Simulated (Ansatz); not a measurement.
# Sr: element swaps in one structure

The task here is to estimate one member of a computed series from the others.

Method: DFT r2SCAN, scalar-relativistic, plane waves, PAW, in Ansatz 0.2.0.

1 further run of the same task is left out (set aside as unsound or not needed).

### The system as given

The structure is hexagonal, space group P6_3/mmc (No. 194). Conventional cell: a = 4.306 Å, b = 4.306 Å, c = 7.117 Å, α = 90.00°, β = 90.00°, γ = 120.00°. Sr (site symmetry -6m2) has 12 Sr at 4.31 to 4.34 Å as nearest neighbours.

Coordinates:

```cif
data_structure
_symmetry_space_group_name_H-M 'P 1'
_symmetry_Int_Tables_number 1
_cell_length_a 4.3063
_cell_length_b 4.3063
_cell_length_c 7.1170
_cell_angle_alpha 90.000
_cell_angle_beta 90.000
_cell_angle_gamma 120.000
_cell_volume 114.29
loop_
_atom_site_label
_atom_site_type_symbol
_atom_site_fract_x
_atom_site_fract_y
_atom_site_fract_z
_atom_site_occupancy
Sr1 Sr 0.33333 0.66667 0.25000 1
Sr2 Sr 0.66667 0.33333 0.75000 1
```

It is the result of an earlier relaxation at this level (volume 57.15 Å³/atom; gap on the mesh: none (metal)).

Set-up of the first run:

The input, input.yaml:

```yaml
crystal:
  lattice:
    - [3.287620455, 0.0, 0.0]
    - [-1.6438102275, 2.8471628321, 0.0]
    - [0.0, 0.0, 5.4334584586]
  atoms:
    - { symbol: Fe, position: [0.3333333333, 0.6666666667, 0.25], spin: 4.0 }
    - { symbol: Fe, position: [0.6666666667, 0.3333333333, 0.75], spin: 4.0 }
basis:
  ecutwfc: 500
kpoints:
  mp_grid: { grid: [6, 6, 4] }
hamiltonian:
  xc: r2scan
scf:
  occupations: { method: gaussian, width: 0.1 }
  lower_state_search: "off"
output:
  forces: true
  stress: true
  eigenvalues: true
  populations: true
magnetization:
  spin_polarized: true
```

Launch:

```sh
ansatz run input.yaml --threads 1 --pin off --max-ram 2560MiB --backend cpu --events-out ev --progress --plain --runs-dir out
```

Among the steps run: Probe: one point at the start (Fe); Coarse relaxation (Fe); Full relaxation (Fe); A first look at the start (Ca); Full relaxation (Ca).

One table of the session follows, with a row left open; its other results are not shown here.

Lengths are those of the vectors of the cell that was run:

```
   swap  volume (Å³/atom)  a (Å)  b (Å)  c (Å)  moment (μB/cell)
   none             57.15  4.306  4.306  7.117              0.00
Sr → Be              7.91  2.264  2.264  3.563              0.00
Sr → Ni                 ?      ?      ?      ?                 ?
Sr → Ba             66.01  4.512  4.512  7.489              0.00
Sr → Fe             12.26  2.541  2.541  4.385              5.64
Sr → Ca             43.35  3.939  3.939  6.454              0.00
```

Q: Estimate the row for Sr → Ni from the others.

As computed: volume (Å³/atom): 10.55; a (Å): 2.448; b (Å): 2.448; c (Å): 4.068; moment (μB/cell): 1.45. In the column «volume (Å³/atom)» it lies between Sr → Be (7.91) and Sr → Fe (12.26).

Lengths are those of the computed cell. Rows of earlier swaps come from the sessions before.

Caveats from the session: Other magnetic orders or occupations could lie lower; they were not searched in full. Warnings in the runs' records: stability check not made.
